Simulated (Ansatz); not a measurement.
This was printed by a script on the Python package of Ansatz (0.2.0), for an equation of state with a fit of CoW₃, space group Pm-3m. What did the script look like? Use (first run): PBE, PAW, cutoff 500 eV, 6×6×6 k-points, Fermi-Dirac smearing of 0.1 eV, collinear spin.

```
CELL_PARAMETERS angstrom
3.90735 0.00000 0.00000
0.00000 3.90735 0.00000
0.00000 0.00000 3.90735
ATOMIC_POSITIONS crystal
Co 0.00000 0.00000 0.00000
W 0.00000 0.50000 0.50000
W 0.50000 0.00000 0.50000
W 0.50000 0.50000 0.00000
```

```console
$ python eos_cow3.py
RunWarning: the starting moments were not kept: the SCF closed with an absolute magnetisation of 6.3e-6 μB, where they sum to 2.5 μB in size (1 site). That is at most 0.1 of that sum. Measured as [...]
V =  13.1241 A^3/atom  F = -9069.70612 eV/atom  P =   43.868 GPa
V =  13.7207 A^3/atom  F = -9069.83398 eV/atom  P =   25.452 GPa
V =  14.3172 A^3/atom  F = -9069.89997 eV/atom  P =   10.519 GPa
V =  14.9138 A^3/atom  F = -9069.91586 eV/atom  P =   -1.548 GPa
V =  15.5103 A^3/atom  F = -9069.89146 eV/atom  P =  -11.191 GPa
V =  16.1069 A^3/atom  F = -9069.83506 eV/atom  P =  -18.778 GPa
V =  16.7034 A^3/atom  F = -9069.75374 eV/atom  P =  -24.687 GPa
Vinet fit: V0 = 14.8296 A^3/atom, B0 = 274.6 GPa, B1 = 4.54
largest residual 0.206 meV/atom
```
(Warnings from the package without file and line, shortened, repeats left out.)

One script that gives this output:

The script, `eos_cow3.py`:
```python
import ansatz as az
import numpy as np
from scipy.optimize import curve_fit

vectors0 = np.array([
    [3.907351, 0.0, 0.0],
    [0.0, 3.907351, 0.0],
    [0.0, 0.0, 3.907351],
])
sites = [
    ("Co", (0.0, 0.0, 0.0), 2.5),
    ("W", (0.0, 0.5, 0.5), 0.0),
    ("W", (0.5, 0.0, 0.5), 0.0),
    ("W", (0.5, 0.5, 0.0), 0.0),
]


def build(cell):
    crystal = az.Crystal(lattice=az.Lattice.of(cell))
    for symbol, position, moment in sites:
        crystal = crystal.atom(symbol, position, moment=moment or None)
    return crystal

def vinet(v, e0, v0, b0, b1):
    eta = (v / v0) ** (1 / 3)
    return e0 + 2 * b0 * v0 / (b1 - 1) ** 2 * (2 - (5 + 3 * b1 * (eta - 1) - 3 * eta) * np.exp(-1.5 * (b1 - 1) * (eta - 1)))

volumes, energies, pressures = [], [], []
for scale in np.linspace(0.88, 1.12, 7):
    cell = vectors0 * scale ** (1 / 3)
    setup = build(cell).calculation()
    setup = setup.functional("pbe")
    setup = setup.pseudopotentials("paw").occupations("Fermi-Dirac", width=0.1)
    setup = setup.spin("collinear").basis(500)
    setup = setup.kpoints(6, 6, 6)
    setup = setup.stress()
    rep = setup.run(threads=1, pin="off").report
    volumes.append(abs(np.linalg.det(cell)) / len(sites))
    energies.append(rep["free_energy_ev"] / len(sites))
    pressures.append(np.trace(rep["stress_gpa"]) / 3)
    print(f"V = {volumes[-1]:8.4f} A^3/atom  F = {energies[-1]:.5f} eV/atom  P = {pressures[-1]:8.3f} GPa")

guess = (min(energies), volumes[int(np.argmin(energies))], 0.5, 4.5)
(e0, v0, b0, b1), _ = curve_fit(vinet, np.array(volumes), np.array(energies), p0=guess, maxfev=20000)
print(f"Vinet fit: V0 = {v0:.4f} A^3/atom, B0 = {160.21766 * b0:.1f} GPa, B1 = {b1:.2f}")
print("largest residual", round(1000 * float(np.abs(vinet(np.array(volumes), e0, v0, b0, b1) - energies).max()), 3), "meV/atom")
```

A third-order Birch-Murnaghan fit through the 7 points (the script's own form differs a little) has its minimum at 14.83 Å³ an atom, 0.6 % below the typed cell, with a bulk modulus of 274 GPa. From that minimum the energy rises by 209.9 meV an atom on the compressed side and 162.3 meV on the expanded side.

What to keep in mind:
- Absolute energies stand on the zero of these potentials, so only differences at equal settings mean something.
- The SCF didn't keep the moments it started from (some shrank, vanished or turned); what is printed is the state reached.
- For a metal this k-point mesh is coarse: on a finer one energies can move by several to tens of meV an atom and pressures by half a GPa or more, differences at one mesh by less.
- Pressure is positive in compression.
- Spin-orbit coupling, which matters for elements this heavy, is left out.
- This cell is a computed structure, which may not be the phase found in nature.
- Finished in 120 s on 1 thread of Arm Neoverse V2 (shared host), peak memory 0.55 GiB.
